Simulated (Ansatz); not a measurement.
# C2H6S2Si: up Jacob's ladder to CCSD(T)

An exercise on one series of results from a longer session: the logs are not shown, and one member is left open.

Computed with Ansatz 0.2.0, Gaussian basis. Level: functionals in def2-TZVPP, the program's frozen cores in correlated methods.

The runs, in order: PBE-D4, r2SCAN-D4, PBE0-D4, B3LYP-D4, ωB97X-V, ωB97M-V, B2PLYP; CCSD(T)/def2-TZVPP; MP2/def2-QZVPP; extrapolation to the limit.

## The relaxed structure

The geometry comes from an earlier relaxation with PBE0-D4 in a triple-zeta def2 set; it is a stationary point, not always the lowest conformer.

SMILES `[SiH3]SCC=S`, 11 atoms, charge 0, spin multiplicity 1.

Atoms are counted from 1 here; the program's logs count them from 0.

Bond lengths: Si1–S2 2.142 Å, Si1–H6 1.484 Å, Si1–H7 1.483 Å, Si1–H8 1.484 Å, S2–C3 1.832 Å, C3–C4 1.482 Å, C3–H9 1.089 Å, C3–H10 1.093 Å, C4–S5 1.610 Å, C4–H11 1.092 Å. Angles: S2–Si1–H6 110.0°, S2–Si1–H7 113.2°, S2–Si1–H8 103.0°, H6–Si1–H7 109.8°, H6–Si1–H8 110.9°, H7–Si1–H8 109.9°, Si1–S2–C3 101.2°, S2–C3–C4 107.6°, S2–C3–H9 110.5°, S2–C3–H10 104.9°, C4–C3–H9 112.0°, C4–C3–H10 111.5°, H9–C3–H10 110.1°, C3–C4–S5 124.7°, C3–C4–H11 114.7°, S5–C4–H11 120.5°.

As a file:

```tsv
atom	x (Å)	y (Å)	z (Å)
Si1	-1.20399	0.36277	1.32415
S2	0.11157	1.50966	0.08300
C3	1.25019	0.20955	-0.52368
C4	0.49048	-0.65054	-1.46127
S5	0.00996	-2.15396	-1.14312
H6	-0.41491	-0.45681	2.27731
H7	-2.12278	-0.50929	0.55229
H8	-1.97978	1.40566	2.03976
H9	1.66052	-0.35874	0.31006
H10	2.04813	0.75268	-1.03619
H11	0.21613	-0.16797	-2.40173
```

The first run:

File in.yaml:

```yaml
crystal:
  periodic: [false, false, false]
  atoms:
    - {symbol: Si, position_ang: [-1.203989, 0.362773, 1.324151]}
    - {symbol: S, position_ang: [0.111570, 1.509659, 0.083000]}
    - {symbol: C, position_ang: [1.250186, 0.209547, -0.523680]}
    - {symbol: C, position_ang: [0.490479, -0.650543, -1.461272]}
    - {symbol: S, position_ang: [0.009955, -2.153962, -1.143115]}
    - {symbol: H, position_ang: [-0.414915, -0.456809, 2.277314]}
    - {symbol: H, position_ang: [-2.122778, -0.509289, 0.552295]}
    - {symbol: H, position_ang: [-1.979779, 1.405657, 2.039761]}
    - {symbol: H, position_ang: [1.660516, -0.358738, 0.310062]}
    - {symbol: H, position_ang: [2.048126, 0.752681, -1.036188]}
    - {symbol: H, position_ang: [0.216130, -0.167974, -2.401728]}
basis:
  gaussian: {orbitals: def2-TZVPP}
hamiltonian: {xc: pbe, dispersion: d4}
output: {forces: true, orbitals: {seedname: orbitals}}
```

Launch:

```bash
$ ansatz run in.yaml --threads 4 --pin off --events-out ev --progress --plain --max-ram 10444MiB
```

Among the steps run: PBE-D4 (GGA); r2SCAN-D4 (meta-GGA); PBE0-D4 (hybrid); B3LYP-D4 (hybrid); ωB97X-V (range-separated); ωB97M-V (range-separated); B2PLYP (double hybrid); CCSD(T) in def2-TZVPP; MP2 in def2-QZVPP.

One of the session's tables, all rows but one given; the rest of the session is left out.

```
            method  atomisation energy (kJ/mol)
            PBE-D4                       3868.4
         r2SCAN-D4                       3810.7
           PBE0-D4                       3806.0
          B3LYP-D4                       3787.9
           ωB97X-V                       3812.0
           ωB97M-V                       3812.7
            B2PLYP                            ?
     HF/def2-TZVPP                       2724.9
    MP2/def2-TZVPP                       3734.6
   CCSD/def2-TZVPP                       3615.0
CCSD(T)/def2-TZVPP                       3685.2
           MP2/CBS                       3844.5
       CCSD(T)/CBS                       3795.2
```

**Question.** Estimate the row for B2PLYP.

As computed: atomisation energy (kJ/mol): 3736.5. In the column «atomisation energy (kJ/mol)» it lies between MP2/def2-TZVPP (3734.6) and B3LYP-D4 (3787.9).

Limits of these values: Free atoms (1 Si, 2 S, 2 C, 6 H) were run apart at each level; the atomisation energy is their sum less the molecule, without zero-point or spin-orbit terms.
